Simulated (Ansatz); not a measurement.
Write a Python script for the Python package of Ansatz (0.2.0) that makes a frozen displacement of one atom of NaHg₃, space group Fm-3m. Level of theory (first run): PBEsol, PAW, the default cutoff (420 eV here), 5×5×5 k-points, Methfessel-Paxton smearing of 0.05 eV.

```
CELL_PARAMETERS angstrom
0.00000 3.66108 3.66108
3.66108 0.00000 3.66108
3.66108 3.66108 0.00000
ATOMIC_POSITIONS crystal
Na 0.00000 0.00000 0.00000
Hg 0.25000 0.25000 0.25000
Hg 0.75000 0.75000 0.75000
Hg 0.50000 0.50000 0.50000
```

Script `push_nahg3.py`:
```python
# -*- coding: utf-8 -*-
"""Frozen displacement of one atom in NaHg3."""

import ansatz as az
from ase import Atoms
import numpy as np

config = {
    "filling": "methfessel_paxton",
    "sigma": 0.05,
}


def main():
    atoms = Atoms(
        ["Na", "Hg", "Hg", "Hg"],
        scaled_positions=[
            [0.0, 0.0, 0.0],
            [0.25, 0.25, 0.25],
            [0.75, 0.75, 0.75],
            [0.5, 0.5, 0.5],
        ],
        cell=[
            [0.0, 3.661078, 3.661078],
            [3.661078, 0.0, 3.661078],
            [3.661078, 3.661078, 0.0],
        ],
        pbc=True,
    )
    xtal = az.Crystal.from_ase(atoms)

    inverse = np.linalg.inv(np.array(xtal.lattice.vectors))
    home = np.array(xtal.sites[3].position)
    values = np.linspace(-0.2, 0.2, 5)
    energies, pulls = [], []
    for shift in values:
        moved = xtal.move(3, to=home + shift * inverse[2])
        base = moved.calculation()
        base = base.functional(az.Functional.PBESOL).occupations(config["filling"], width=config["sigma"])
        base = base.kpoints(5).forces()
        report = base.run().report
        energies.append(report["free_energy_ev"])
        pulls.append(report["forces_ev_ang"][3][2])

    # the force is minus the slope of the free energy
    print("shift (A)   dE (eV)   force along z (eV/A)")
    for shift, e, f in zip(values, energies, pulls):
        print(f"{shift:8.3f} {e - energies[2]:10.5f} {f:12.4f}")
    print(f"stiffness from energies {2 * np.polyfit(values, energies, 2)[0]:.3f}, from forces {-np.polyfit(values, pulls, 1)[0]:.3f} eV/A^2")


if __name__ == "__main__":
    main()
```

`python push_nahg3.py` gives:
```text
DeckWarning: basis.ecutwfc = 420 eV, auto-derived from the records' recommended cutoffs: set by Na (normal level)
shift (A)   dE (eV)   force along z (eV/A)
  -0.200    0.03203       0.3225
  -0.100    0.00796       0.1596
   0.000    0.00000       0.0000
   0.100    0.00796      -0.1596
   0.200    0.03203      -0.3225
stiffness from energies 1.603, from forces 1.609 eV/A^2
```
(Warnings from the package without file and line.)

The curvature of the energy gives 1.603 eV/Å² and the slope of the force 1.609 eV/Å², a positive curvature.

For a metal this k-point mesh is coarse: on a finer one energies can move by several to tens of meV an atom and pressures by half a GPa or more, differences at one mesh by less. In a metal a curvature from energy changes of a few meV or less hangs on mesh and smearing, in size and even in sign. Spin-orbit coupling, which matters for elements this heavy, is left out. This cell is a computed structure, which may not be the phase found in nature. All periodic images of the atom move with it, so the curvature is one diagonal element of the zone-centre force constants and no normal mode; a positive value doesn't exclude soft modes in which several atoms move. Hardware and time: 22 s on 1 thread of Arm Neoverse V1 (shared host), peak memory 0.42 GiB.
